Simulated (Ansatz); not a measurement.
# FH5SSi2: one species, many methods

The task here is to estimate one member of a computed series from the others.

Method: functionals in def2-TZVPP, the program's frozen cores in correlated methods; program: Ansatz 0.2.0, Gaussian basis.

The runs, in order: PBE-D4, r2SCAN-D4, PBE0-D4, B3LYP-D4, ωB97X-V, ωB97M-V, B2PLYP; CCSD(T)/def2-TZVPP; MP2/def2-QZVPP; extrapolation to the limit.

**Structure used throughout**

All runs share one geometry, relaxed beforehand with PBE0-D4 in a triple-zeta def2 set.

SMILES `F[SiH2]S[SiH3]`, 9 atoms, charge 0, spin multiplicity 1.

Atoms are counted from 1 here; the program's logs count them from 0.

Bond lengths: F1–Si2 1.594 Å, Si2–S3 2.123 Å, Si2–H5 1.481 Å, Si2–H6 1.481 Å, S3–Si4 2.141 Å, Si4–H7 1.485 Å, Si4–H8 1.485 Å, Si4–H9 1.481 Å. Angles: F1–Si2–S3 106.6°, F1–Si2–H5 108.3°, F1–Si2–H6 108.3°, S3–Si2–H5 111.3°, S3–Si2–H6 111.3°, H5–Si2–H6 110.9°, Si2–S3–Si4 97.4°, S3–Si4–H7 110.9°, S3–Si4–H8 110.9°, S3–Si4–H9 105.5°, H7–Si4–H8 108.8°, H7–Si4–H9 110.4°, H8–Si4–H9 110.3°.

The first run:

File in.yaml:

```yaml
crystal:
  periodic: [false, false, false]
  atoms:
    - {symbol: F, position_ang: [-1.923232, 2.383409, 0.314631]}
    - {symbol: Si, position_ang: [-0.638944, 1.443123, 0.227060]}
    - {symbol: S, position_ang: [-1.346240, -0.510119, -0.209875]}
    - {symbol: Si, position_ang: [0.555971, -1.492856, -0.229472]}
    - {symbol: H, position_ang: [0.237151, 1.952614, -0.853041]}
    - {symbol: H, position_ang: [0.057395, 1.482163, 1.533824]}
    - {symbol: H, position_ang: [1.232179, -1.364232, 1.086235]}
    - {symbol: H, position_ang: [1.437125, -0.921888, -1.279509]}
    - {symbol: H, position_ang: [0.262695, -2.914713, -0.520953]}
basis:
  gaussian: {orbitals: def2-TZVPP}
hamiltonian: {xc: pbe, dispersion: d4}
output: {forces: true, orbitals: {seedname: orbitals}}
```

Among the steps run: PBE-D4 (GGA); r2SCAN-D4 (meta-GGA); PBE0-D4 (hybrid); B3LYP-D4 (hybrid); ωB97X-V (range-separated); ωB97M-V (range-separated); B2PLYP (double hybrid); CCSD(T) in def2-TZVPP; MP2 in def2-QZVPP.

One table of the session follows, with a row left open; its other results are not shown here.

```
            method  atomisation energy (kJ/mol)
            PBE-D4                       2860.8
         r2SCAN-D4                       2885.7
           PBE0-D4                       2840.7
          B3LYP-D4                       2865.9
           ωB97X-V                       2909.3
           ωB97M-V                       2893.5
            B2PLYP                       2836.4
     HF/def2-TZVPP                            ?
    MP2/def2-TZVPP                       2832.8
   CCSD/def2-TZVPP                       2774.3
CCSD(T)/def2-TZVPP                       2807.7
           MP2/CBS                       2921.4
       CCSD(T)/CBS                       2896.3
```

Estimate the missing values for HF/def2-TZVPP.

**Answer.** atomisation energy (kJ/mol): 2179.5. In the column «atomisation energy (kJ/mol)» it is the lowest.
